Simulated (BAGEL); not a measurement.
# BH3O3 (boric acid): PBE0/def2-SVPD (density fitting with qzvpp-jkfit)

Aim: the energy change on altering one bond length of BH3O3 (boric acid) at PBE0/def2-SVPD (density fitting with qzvpp-jkfit), from 2 runs. 

The calculation is run with BAGEL 1.2.2.

4 further runs of the same task are left out: 4 set aside as unsound or not needed. Runs told in other sessions of the task aren't counted.

## 1. The molecule

The species is BH3O3 (7 atoms), meant as a singlet with charge 0. SMILES: `OB(O)O`. The shape is that of a PBE0-D4/def2-TZVP optimisation. This is a higher conformer, about 20 kJ/mol above the lowest found by a separate search.

Bond lengths: O1–B2 1.367 Å, B2–O3 1.360 Å, B2–O4 1.376 Å, O1–H5 0.957 Å, O3–H6 0.959 Å, O4–H7 0.957 Å. Angles: O1–B2–O3 116.5°, O1–B2–O4 125.2°, O3–B2–O4 118.3°, B2–O1–H5 115.3°, B2–O3–H6 111.6°, B2–O4–H7 115.8°.

## 2. A single-point energy at PBE0/def2-SVPD (density fitting with qzvpp-jkfit)

The input, input.json:

```json
{ "bagel" : [

{
  "title" : "molecule",
  "basis" : "def2-svpd.json",
  "df_basis" : "qzvpp-jkfit",
  "angstrom" : "true",
  "geometry" : [
    { "atom" : "O", "xyz" : [      -1.109700,       0.802600,       0.321900 ] },
    { "atom" : "B", "xyz" : [      -0.012200,      -0.006800,       0.228700 ] },
    { "atom" : "O", "xyz" : [       0.501200,      -0.469300,       1.400100 ] },
    { "atom" : "O", "xyz" : [       0.600700,      -0.381300,      -0.945400 ] },
    { "atom" : "H", "xyz" : [      -1.457400,       1.118600,      -0.511500 ] },
    { "atom" : "H", "xyz" : [       1.266800,      -1.028200,       1.254500 ] },
    { "atom" : "H", "xyz" : [       0.210500,      -0.035700,      -1.748300 ] }
  ]
},

{ "title" : "ks", "xc_func" : "pbe0" },

{ "title" : "print", "file" : "orbitals.molden", "orbitals" : "true" }

]}
```

The basis set def2-SVPD is read from a file made from the Basis Set Exchange's data (not shown).

Launch:

```console
$ BAGEL_NUM_THREADS=1 BAGEL input.json > input.out
```

Log:

```text
* using 1 threads per process

  ===============================================================
  ===============================================================

  *** Geometry ***

  { "atom" : "O", "xyz" : [     -2.097029,      1.516694,      0.608303 ] },
  { "atom" : "B", "xyz" : [     -0.023055,     -0.012850,      0.432180 ] },
  { "atom" : "O", "xyz" : [      0.947131,     -0.886848,      2.645806 ] },
  { "atom" : "O", "xyz" : [      1.135158,     -0.720553,     -1.786547 ] },
  { "atom" : "H", "xyz" : [     -2.754087,      2.113848,     -0.966595 ] },
  { "atom" : "H", "xyz" : [      2.393905,     -1.943016,      2.370661 ] },
  { "atom" : "H", "xyz" : [      0.397787,     -0.067463,     -3.303808 ] },

  Number of auxiliary basis functions:      360

  Since a DF basis is specified, we compute 2- and 3-index integrals:
    o Being stored without compression. Storage requirement is 0.037 GB

  Number of basis functions:      113
  Number of electrons      :       32

    * METHOD: MOLECULE                             0.30

  *** Kohn-Sham DFT ***

    * Removing 12475 points whose weight is below 1.00e-10
    * Grid points: 91867

  === Nuclear Repulsion ===
   116.2296344745

       - DIIS with orbital gradients will be used.

  === KS iteration (pbe0 / def2-svpd.json) ===
      0       -231.03339985          0.10929563           0.45
      1       -214.91571399          0.21368604           0.53
      2       -239.16629743          0.10959950           0.45
      3       -249.98612471          0.06183589           0.46
      4       -251.93255972          0.01720740           0.46
      5       -252.04003677          0.00485883           0.45
      6       -252.04502328          0.00368348           0.47
      7       -252.05041354          0.00102288           0.49
      8       -252.05088814          0.00018670           0.45
      9       -252.05088921          0.00017604           0.45
     10       -252.05090254          0.00002488           0.46
     11       -252.05090276          0.00000652           0.45
     12       -252.05090278          0.00000114           0.45
     13       -252.05090278          0.00000087           0.45
     14       -252.05090278          0.00000031           0.46
     15       -252.05090278          0.00000007           0.45
     16       -252.05090278          0.00000005           0.46
     17       -252.05090278          0.00000001           0.45
    * SCF iteration converged.

    * Permanent dipole moment:
           (   -0.000530,    -0.080469,     1.169243) a.u.

    * METHOD: KS                                   9.09

    * METHOD: PRINT                                0.03

  ===============================================================
```

Wall time 9.9 s (1 thread of Intel Xeon Platinum 8259CL at 2.50GHz (Skylake/Cascade Lake), shared host); peak memory 0.48 GiB.

## 3. The distorted shape

The input, input.json:

```json
{ "bagel" : [

{
  "title" : "molecule",
  "basis" : "def2-svpd.json",
  "df_basis" : "qzvpp-jkfit",
  "angstrom" : true,
  "geometry" : [
    { "atom" : "O", "xyz" : [      -1.845169,       1.251993,       1.730799 ] },
    { "atom" : "B", "xyz" : [      -0.747669,       0.442593,       1.637599 ] },
    { "atom" : "O", "xyz" : [      -0.234269,      -0.019907,       2.808999 ] },
    { "atom" : "O", "xyz" : [       0.600700,      -0.381300,      -0.945400 ] },
    { "atom" : "H", "xyz" : [      -2.192869,       1.567993,       0.897399 ] },
    { "atom" : "H", "xyz" : [       0.531331,      -0.578807,       2.663399 ] },
    { "atom" : "H", "xyz" : [       0.210500,      -0.035700,      -1.748300 ] }
  ]
},

{
  "title" : "ks",
  "xc_func" : "pbe0"
},

{
  "title" : "print",
  "file" : "orbitals.molden",
  "orbitals" : true
}

]}
```

The basis set def2-SVPD is read from a file made from the Basis Set Exchange's data (not shown).

Launch:

```console
$ BAGEL_NUM_THREADS=1 BAGEL input.json > input.out
```

Log:

```text
* using 1 threads per process

  ===============================================================
  ===============================================================

  *** Geometry ***

  { "atom" : "O", "xyz" : [     -3.486864,      2.365924,      3.270736 ] },
  { "atom" : "B", "xyz" : [     -1.412890,      0.836380,      3.094614 ] },
  { "atom" : "O", "xyz" : [     -0.442704,     -0.037619,      5.308239 ] },
  { "atom" : "O", "xyz" : [      1.135158,     -0.720553,     -1.786547 ] },
  { "atom" : "H", "xyz" : [     -4.143922,      2.963077,      1.695838 ] },
  { "atom" : "H", "xyz" : [      1.004070,     -1.093787,      5.033095 ] },
  { "atom" : "H", "xyz" : [      0.397787,     -0.067463,     -3.303808 ] },

  Number of auxiliary basis functions:      360

  Since a DF basis is specified, we compute 2- and 3-index integrals:
    o Being stored without compression. Storage requirement is 0.037 GB

  Number of basis functions:      113
  Number of electrons      :       32

    * METHOD: MOLECULE                             0.28

  *** Kohn-Sham DFT ***

    * Removing 10531 points whose weight is below 1.00e-10
    * Grid points: 93811

  === Nuclear Repulsion ===
    93.9097243075

       - DIIS with orbital gradients will be used.

  === KS iteration (pbe0 / def2-svpd.json) ===
      0       -225.36343718          0.09692655           0.88
      1       -174.31433689          0.10275491           0.49
      2       -205.88288840          0.12750512           0.55
      3       -223.83000648          0.09716305           0.47
      4       -237.52197492          0.08632023           0.47
      5       -237.66924797          0.08761953           0.46
      6       -238.51823759          0.09331139           0.47
      7       -141.11219153          0.17649370           0.52
      8       -203.81514826          0.16367829           0.47
      9       -250.40082072          0.04348018           0.46
     10       -246.54971469          0.06231759           0.47
     11       -251.66471937          0.01242774           0.47
     12       -251.75526588          0.00919767           0.47
     13       -251.79141710          0.00616876           0.46
     14       -251.81752937          0.00171807           0.46
     15       -251.81899082          0.00063219           0.46
     16       -251.81915203          0.00029860           0.45
     17       -251.81918584          0.00015192           0.46
     18       -251.81919623          0.00004765           0.45
     19       -251.81919736          0.00001182           0.46
     20       -251.81919743          0.00000454           0.46
     21       -251.81919744          0.00000184           0.46
     22       -251.81919744          0.00000063           0.46
     23       -251.81919744          0.00000029           0.46
     24       -251.81919744          0.00000021           0.47
     25       -251.81919744          0.00000013           0.47
     26       -251.81919744          0.00000003           0.46
     27       -251.81919744          0.00000002           0.46
     28       -251.81919744          0.00000000           0.46
    * SCF iteration converged.

    * Permanent dipole moment:
           (    0.901500,    -0.610414,    -0.866100) a.u.

    * METHOD: KS                                  14.94

    * METHOD: PRINT                                0.03

  ===============================================================
```

Run time: 16 s. Hardware: 1 thread of Intel Xeon Platinum 8259CL at 2.50GHz (Skylake/Cascade Lake), shared host; peak memory 0.49 GiB.

## 4. Results

At PBE0/def2-SVPD (density fitting with qzvpp-jkfit):

| quantity | value |
| --- | --- |
| first shape: total energy | -252.05090 Eh |
| first shape: dipole moment | 2.98 D |
| first shape: HOMO energy | -9.34 eV |
| first shape: LUMO energy | -0.45 eV |
| first shape: HOMO–LUMO gap | 8.89 eV |
| distorted shape: total energy | -251.81920 Eh |
| distorted shape: dipole moment | 3.54 D |
| distorted shape: HOMO energy | -6.89 eV |
| distorted shape: LUMO energy | -4.02 eV |
| distorted shape: HOMO–LUMO gap | 2.87 eV |
| energy change with the B2–O4 bond stretched from 1.376 to 3.028 Å | 6.305 eV |

What this shows: With the B2–O4 bond stretched from 1.376 to 3.028 Å the energy rises by 6.31 eV (145 kcal/mol). The first shape isn't relaxed at this level, so the change isn't measured from a minimum. A restricted reference can't describe the breaking bond well at this length.
